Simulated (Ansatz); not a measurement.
**Si2H4F2 (SMILES F[SiH2][SiH2]F) at 6 levels**

Wanted: a comparison of 6 runs (B3LYP/6-31G*, CAM-B3LYP/6-31G*, HSE06/6-31G*, PBE-QIDH/6-31G*, r2SCAN/6-31G*, MP2/6-31G*) of Si2H4F2. 

The calculation is run with Ansatz 0.2.0.

56 further runs of the same task are left out: 56 set aside as unsound or not needed.

## Step 1: Starting point

The species is Si2H4F2 (8 atoms), meant as a singlet with charge 0. SMILES: `F[SiH2][SiH2]F`. The Si3–H8 distance was set to 1.708 Å, away from the relaxed value.

Bond lengths: F1–Si2 1.605 Å, Si2–Si3 2.350 Å, Si3–F4 1.605 Å, Si2–H5 1.485 Å, Si2–H6 1.487 Å, Si3–H7 1.487 Å. Angles: F1–Si2–Si3 110.4°, Si2–Si3–F4 110.4°, F1–Si2–H5 108.0°, F1–Si2–H6 108.1°, Si3–Si2–H5 111.7°, Si3–Si2–H6 109.2°, Si2–Si3–H7 109.2°, F4–Si3–H7 108.1°, H5–Si2–H6 109.3°. A long bond or contact: Si3–H8 1.708 Å.

## Step 2: A single-point energy at B3LYP/6-31G(d) (spherical functions) (run 1)

Input file input.yaml:

```yaml
basis:
  gaussian:
    orbitals: 6-31G_st_-spherical.json
crystal:
  periodic: [false, false, false]
  atoms:
    - symbol: F
      position_ang: [-1.809470, 1.330620, -0.409878]
    - symbol: Si
      position_ang: [-0.232470, 1.252920, -0.122978]
    - symbol: Si
      position_ang: [0.483930, -0.984780, -0.091278]
    - symbol: F
      position_ang: [0.406330, -1.617180, -1.564178]
    - symbol: H
      position_ang: [0.465430, 2.039020, -1.172378]
    - symbol: H
      position_ang: [0.025530, 1.868520, 1.206222]
    - symbol: H
      position_ang: [1.900130, -1.039180, 0.360022]
    - symbol: H
      position_ang: [-0.477100, -1.941900, 0.946800]
hamiltonian:
  xc: {name: B3LYP}
accuracy: high
output: {orbitals: {seedname: orbitals}}
```

The basis set 6-31G* is read from a file made from the Basis Set Exchange's data (not shown).

Started as:

```sh
$ ansatz run input.yaml --threads 1 --pin off --max-ram 3480MiB --events-out events.jsonl --progress --plain --runs-dir runs
```

Standard output:

```text
Warning: RAYON_NUM_THREADS=1 ignored (pool sized by the plan → 1); use --threads N
Functional definition: B3LYP
  name "B3LYP"
  parameter a0 = 0.2
  parameter ax = 0.72
  parameter ac = 0.81
  exchange = (1 - a0 - ax)*slater_x + ax*b88_x + a0*exact_x
  correlation = (1 - ac)*vwn_rpa_c + ac*lyp_c
1575 factors; integrals over basis functions are off by at most 9.1e-9 eV
mean field evaluation 1: about -21253.7651 eV, gradient 4.0e1 eV
mean field evaluation 2: about -21249.5520 eV, gradient 6.7e1 eV
mean field evaluation 4: about -21256.1719 eV, gradient 6.0e-1 eV
mean field evaluation 8: about -21256.3320 eV, gradient 2.1e-1 eV
mean field evaluation 16: about -21256.3321 eV, gradient 5.1e-6 eV
mean field -21256.33210752 eV, -781.1557968921 hartree, gradient 3.4e-8 eV, S^2 0.000000; 0 other end points of the search recorded, 0 dependent functions left out
reference -21256.33215005 eV, -781.1557984550 hartree; 25, 25 occupied and 47, 47 virtual orbitals, 1575 factors
Total energy: -21256.33215005 eV, -781.1557984550 hartree
```

Run time: 6.6 s. Hardware: 1 thread of Arm Neoverse V2, shared host; peak memory 0.23 GiB.

## Step 3: A single-point energy at CAM-B3LYP/6-31G(d) (spherical functions) (run 2)

Input file input.yaml:

```yaml
crystal:
  periodic: [false, false, false]
  atoms:
    - {symbol: F, position_ang: [-1.809470, 1.330620, -0.409878]}
    - {symbol: Si, position_ang: [-0.232470, 1.252920, -0.122978]}
    - {symbol: Si, position_ang: [0.483930, -0.984780, -0.091278]}
    - {symbol: F, position_ang: [0.406330, -1.617180, -1.564178]}
    - {symbol: H, position_ang: [0.465430, 2.039020, -1.172378]}
    - {symbol: H, position_ang: [0.025530, 1.868520, 1.206222]}
    - {symbol: H, position_ang: [1.900130, -1.039180, 0.360022]}
    - {symbol: H, position_ang: [-0.477100, -1.941900, 0.946800]}
basis:
  gaussian:
    orbitals: 6-31G_st_-spherical.json
hamiltonian:
  xc: {name: CAM-B3LYP}
accuracy: high
output: {orbitals: {seedname: orbitals}}
```

The basis set 6-31G* is read from a file made from the Basis Set Exchange's data (not shown).

Started as:

```sh
$ ansatz run input.yaml --threads 1 --pin off --max-ram 3480MiB --events-out events.jsonl --progress --plain --runs-dir runs
```

Standard output:

```text
Warning: RAYON_NUM_THREADS=1 ignored (pool sized by the plan → 1); use --threads N
Functional definition: CAM-B3LYP
  name "CAM-B3LYP"
  parameter alpha = 0.19
  parameter beta = 0.46
  parameter omega = 0.33/bohr
  parameter ac = 0.81
  exchange = (1 - alpha - beta)*b88_x + beta*b88_x_sr(omega) + alpha*exact_x + beta*exact_x_lr(omega)
  correlation = (1 - ac)*vwn5_c + ac*lyp_c
1575 factors; integrals over basis functions are off by at most 9.1e-9 eV
423 factors; integrals over basis functions are off by at most 2.2e-9 eV
mean field evaluation 1: about -21251.5293 eV, gradient 4.0e1 eV
mean field evaluation 2: about -21249.8542 eV, gradient 5.4e1 eV
mean field evaluation 4: about -21254.0019 eV, gradient 8.1e-1 eV
mean field evaluation 8: about -21254.1563 eV, gradient 3.1e-2 eV
mean field evaluation 16: about -21254.1563 eV, gradient 7.7e-6 eV
mean field -21254.15634023 eV, -781.0758389190 hartree, gradient 1.2e-8 eV, S^2 0.000000; 0 other end points of the search recorded, 0 dependent functions left out
reference -21254.15636088 eV, -781.0758396778 hartree; 25, 25 occupied and 47, 47 virtual orbitals, 1575 factors
Total energy: -21254.15636088 eV, -781.0758396778 hartree
```

It took 8.1 s on 1 thread of Arm Neoverse V2, shared host; peak memory 0.26 GiB.

Runs 3 to 4 aren't shown in full; the table further down has their settings and results.

## Step 4: The energy at r2SCAN/6-31G(d) (spherical functions) (run 5)

Input file job.yaml:

```yaml
crystal:
  periodic: [false, false, false]
  atoms:
    - {symbol: F, position_ang: [-1.809470, 1.330620, -0.409878]}
    - {symbol: Si, position_ang: [-0.232470, 1.252920, -0.122978]}
    - {symbol: Si, position_ang: [0.483930, -0.984780, -0.091278]}
    - {symbol: F, position_ang: [0.406330, -1.617180, -1.564178]}
    - {symbol: H, position_ang: [0.465430, 2.039020, -1.172378]}
    - {symbol: H, position_ang: [0.025530, 1.868520, 1.206222]}
    - {symbol: H, position_ang: [1.900130, -1.039180, 0.360022]}
    - {symbol: H, position_ang: [-0.477100, -1.941900, 0.946800]}
basis:
  gaussian: {orbitals: 6-31G_st_-spherical.json}
hamiltonian: {xc: r2scan}
accuracy: high
output: {orbitals: {seedname: orbitals}}
```

The basis set 6-31G* is read from a file made from the Basis Set Exchange's data (not shown).

Started as:

```sh
$ ansatz run job.yaml --threads 1 --pin off --max-ram 3480MiB --events-out events.jsonl --progress --plain --runs-dir runs
```

Standard output:

```text
Warning: RAYON_NUM_THREADS=1 ignored (pool sized by the plan → 1); use --threads N
Functional definition: r2SCAN
  name "r2SCAN"
  parameter k0 = 0.174
  parameter k1 = 0.065
  parameter a1 = 4.9479
  exchange = r2scan_x(k0 = k0, k1 = k1, a1 = a1)
  correlation = r2scan_c
1575 factors; integrals over basis functions are off by at most 9.1e-9 eV
mean field evaluation 1: about -21249.3190 eV, gradient 3.8e1 eV
mean field evaluation 2: about -21244.3453 eV, gradient 6.9e1 eV
mean field evaluation 4: about -21251.4467 eV, gradient 9.0e-1 eV
mean field evaluation 8: about -21251.4398 eV, gradient 3.6e-2 eV
mean field evaluation 16: about -21251.4398 eV, gradient 8.2e-7 eV
mean field -21251.43978206 eV, -780.9760072474 hartree, gradient 5.4e-9 eV, S^2 0.000000; 0 other end points of the search recorded, 0 dependent functions left out
reference -21251.43978301 eV, -780.9760072825 hartree; 25, 25 occupied and 47, 47 virtual orbitals, 1575 factors
Total energy: -21251.43978301 eV, -780.9760072825 hartree
```

Wall time 12 s (1 thread of Arm Neoverse V2, shared host); peak memory 0.24 GiB.

## Step 5: The energy at MP2/6-31G(d) (spherical functions) (run 6)

Input file in.yaml:

```yaml
crystal:
  periodic: [false, false, false]
  atoms:
    - symbol: F
      position_ang: [-1.809470, 1.330620, -0.409878]
    - symbol: Si
      position_ang: [-0.232470, 1.252920, -0.122978]
    - symbol: Si
      position_ang: [0.483930, -0.984780, -0.091278]
    - symbol: F
      position_ang: [0.406330, -1.617180, -1.564178]
    - symbol: H
      position_ang: [0.465430, 2.039020, -1.172378]
    - symbol: H
      position_ang: [0.025530, 1.868520, 1.206222]
    - symbol: H
      position_ang: [1.900130, -1.039180, 0.360022]
    - symbol: H
      position_ang: [-0.477100, -1.941900, 0.946800]
basis:
  gaussian:
    orbitals: 6-31G_st_-spherical.json
correlation:
  method: mp2
  frozen_orbitals: {F: 1, H: 0, Si: 5}
accuracy: high
```

The basis set 6-31G* is read from a file made from the Basis Set Exchange's data (not shown).

Started as:

```sh
$ ansatz run in.yaml --threads 1 --pin off --max-ram 3480MiB --events-out events.jsonl --progress --plain --runs-dir runs
```

Standard output:

```text
Warning: RAYON_NUM_THREADS=1 ignored (pool sized by the plan → 1); use --threads N
Functional definition: HF
  name "HF"
  exchange = exact_x
  correlation = 0
1575 factors; integrals over basis functions are off by at most 9.1e-9 eV
mean field evaluation 1: about -21198.3509 eV, gradient 3.4e1 eV
mean field evaluation 2: about -21198.4429 eV, gradient 3.4e1 eV
mean field evaluation 4: about -21201.0572 eV, gradient 2.3e0 eV
mean field evaluation 8: about -21201.0857 eV, gradient 6.7e-2 eV
mean field -21201.08568812 eV, -779.1255284265 hartree, gradient 3.9e-8 eV, S^2 0.000000; 0 other end points of the search recorded, 0 dependent functions left out
12 core orbitals not correlated: weight in the atoms' cores, before any rotation towards them, 1.000 or more for the frozen orbitals, at most 0.000 for the correlated occupied ones
reference -21201.08568812 eV, -779.1255284265 hartree; 13, 13 occupied and 47, 47 virtual orbitals, 1575 factors
second order -13.56345784 eV of doubles, -0.00000000 eV of singles
Total energy: -21214.64914597 eV, -779.6239763087 hartree
```

It took 2.1 s on 1 thread of Arm Neoverse V2, shared host; peak memory 0.17 GiB.

## Step 6: Overview of the runs

```
run                                   level  frozen core orbitals  energy (Eh)  HOMO energy (eV)  LUMO energy (eV)  HOMO–LUMO gap (eV)  wall time
  1      B3LYP/6-31G* (spherical functions)                     –  -781.155798             -8.05             -0.81                7.24      6.6 s
  2  CAM-B3LYP/6-31G* (spherical functions)                     –  -781.075840             -9.56              0.44               10.01      8.1 s
  3      HSE06/6-31G* (spherical functions)                     –  -780.655702             -7.90             -1.03                6.87      7.2 s
  4   PBE-QIDH/6-31G* (spherical functions)                    12  -780.402231            -10.33              1.09               11.41      9.9 s
  5     r2SCAN/6-31G* (spherical functions)                     –  -780.976007             -7.34             -1.14                6.20       12 s
  6        MP2/6-31G* (spherical functions)                    12  -779.623976                 –                 –                   –      2.1 s
```

## Step 7: Summary of results

| quantity | value |
| --- | --- |
| run 6: total energy | -779.62398 Eh |
| run 6: correlation energy (12 core orbitals frozen) | -498.4 mEh |

What this shows: Over runs 1, 2, 3, 4, 5 the HOMO–LUMO gap runs from 6.20 eV (r2SCAN/6-31G*) to 11.41 eV (PBE-QIDH/6-31G*). A double hybrid's value is that of its SCF part. Totals of different functionals can't be ranked against each other. All runs together took 46 s, the longest 12 s.
